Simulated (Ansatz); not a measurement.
## C₂H₇BOSi, SMILES B[SiH2]C=CO: a ladder of methods at one geometry, step by step

With Ansatz 0.2.0, Python API.

Notebook, run cell by cell (the value of a cell's last expression is shown):

In [1]:
```python
from pathlib import Path
import warnings

import ansatz as az
import numpy as np
```

In [2]:
```python
warnings.simplefilter("ignore", az.DeckWarning)
```

In [3]:
```python
mol = (
    az.Crystal.molecule()
    .atom("B", (-1.525, -0.6667, 1.4216))
    .atom("Si", (-0.2081, -1.3479, 0.2397))
    .atom("C", (0.9619, -0.0162, -0.2248))
    .atom("C", (0.6824, 1.0663, -0.8962))
    .atom("O", (1.5353, 2.0326, -1.2386))
    .atom("H", (-1.2706, -0.1226, 2.4424))
    .atom("H", (-2.6797, -0.6459, 1.082))
    .atom("H", (-0.7902, -1.8608, -0.986))
    .atom("H", (0.5101, -2.4087, 0.982))
    .atom("H", (2.0315, -0.1273, 0.111))
    .atom("H", (-0.4351, 1.1741, -1.1761))
    .atom("H", (1.2644, 2.868, -1.7231))
)
```

In [4]:
```python
model = mol.calculation().basis(gaussian="cc-pVDZ")
```

In [5]:
```python
print("functional    E (Ha)        dipole (D)   HOMO (eV)  LUMO (eV)")
for name in ["revpbe", "pbe0", "b3lyp", "r2scan", "r2scan0", "lda"]:
    report = model.functional(name).forces().orbitals().run(threads=1, runs_dir="runs").report
    lines = Path(report["orbitals_path"]).read_text().splitlines()
    field_of = lambda key: [line.split("=")[1].strip() for line in lines if line.startswith(key)]
    orbitals = [(27.211386 * float(e), s, float(n)) for e, s, n in zip(field_of("Ene="), field_of("Spin="), field_of("Occup="))]
    homo = max(e for e, _, n in orbitals if n > 0.5)
    lumo = min(e for e, _, n in orbitals if n < 0.5)
    dipole = 4.803205 * np.linalg.norm(report["charge_distribution"]["dipole_moment_e_ang"])
    print(f"{name:10s} {report['free_energy_ev'] / 27.211386246:14.6f} {dipole:9.3f} {homo:11.3f} {lumo:10.3f}")
```
```text
functional    E (Ha)        dipole (D)   HOMO (eV)  LUMO (eV)
revpbe        -469.783423     2.569      -5.391     -2.935
pbe0          -469.562103     2.422      -6.610     -2.109
b3lyp         -469.925259     2.403      -6.359     -2.272
r2scan        -469.766115     2.515      -5.692     -2.765
r2scan0       -469.744325     2.413      -6.785     -1.947
lda           -467.134500     2.627      -5.565     -3.305
```

Notes:
- Total energies depend on the basis set; only differences at equal settings carry meaning.
- The geometry is a force-field or estimated start, not a minimum of this method, and the basis set is short of its limit. A lower total doesn't mark the better method: functionals have no common bound, and MP2 and coupled cluster aren't variational.
- b3lyp holds the VWN-RPA fit, as in Gaussian; the form of ORCA and Turbomole is b3lyp5.
- Levels such as HOMO and LUMO are orbital energies: with these approximate functionals they aren't the ionisation energy and electron affinity, and their gap isn't the fundamental gap.
- For Al to Cl the sets with a tight d function, cc-pV(X+d)Z, are usual.
- Run time: 27 s on 1 thread of AMD EPYC 7B13 (Zen 3) (shared host), peak memory 0.31 GiB.
